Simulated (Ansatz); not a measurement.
Task: Fermi-surface readings of LiMg, space group R-3m, with the Python package of Ansatz (0.2.0). Give the script and its output. Level of theory: LDA, PAW, cutoff 517 eV, 10×10×10 k-points, Methfessel-Paxton smearing of 0.15 eV.

```xyz
2
Lattice="1.5458 0.8924 5.0811 -1.5458 0.8924 5.0811 0.0000 -1.7849 5.0811" Properties=species:S:1:pos:R:3 pbc="T T T"
Li    0.0000    0.0000    0.0000
Mg    0.0000    0.0000    7.6216
```

The script, `run_fermi.py`:
```python
import warnings

import ansatz


def main() -> None:
    warnings.simplefilter('ignore', ansatz.DeckWarning)

    lattice = ansatz.Lattice.of(
        (1.54575101, 0.89243976, 5.0810521),
        (-1.54575101, 0.89243976, 5.0810521),
        (0.0, -1.78487952, 5.0810521),
    )
    sites = [
        ('Li', (0.0, 0.0, 0.0)),
        ('Mg', (0.5, 0.5, 0.5)),
    ]
    crystal = ansatz.Crystal(lattice=lattice)
    for symbol, position in sites:
        crystal = crystal.atom(symbol, position)

    calc = (
        crystal.calculation()
        .functional('lda')
        .basis(38 * ansatz.Ry)
        .kpoints(10)
        .occupations('methfessel_paxton', width=150 * ansatz.meV)
        .eigenstates(nscf_kmesh=(12, 12, 12), level_slopes=True)
    )
    surface = calc.run(threads=1).fermi_surface().to_plain()
    for way, reading in surface.items():
        if reading:
            rho_lambda = [f'{v:.3e}' for v in reading['resistivity_times_mean_free_path_ohm_m2']]
            print(f'{way:24s} area {reading["spin_summed_area_per_ang2"]:8.3f} 1/A^2  rho*lambda (ohm m^2) {rho_lambda}')


if __name__ == '__main__':
    main()
```

`python run_fermi.py` gives:
```text
by_tetrahedra            area   26.967 1/A^2  rho*lambda (ohm m^2) ['1.133e-15', '1.133e-15', '1.135e-15']
by_slopes                area   28.259 1/A^2  rho*lambda (ohm m^2) ['1.027e-15', '1.027e-15', '1.212e-15']
on_every_second_point    area   23.071 1/A^2  rho*lambda (ohm m^2) ['1.522e-15', '1.522e-15', '1.052e-15']
```

For a metal this k-point mesh is coarse: on a finer one energies can move by several to tens of meV an atom and pressures by half a GPa or more, differences at one mesh by less. The structure comes from a database of computed cells and needn't be a stable or known phase. The three readings differ by the mesh error. Hardware and time: 7.1 s on 1 thread of Intel(R) Xeon(R) Platinum 8375C CPU @ 2.90GHz (Ice Lake), with other jobs on the host, peak memory 0.42 GiB.

(Lines on the test bed's own set-up are left out of the output.)
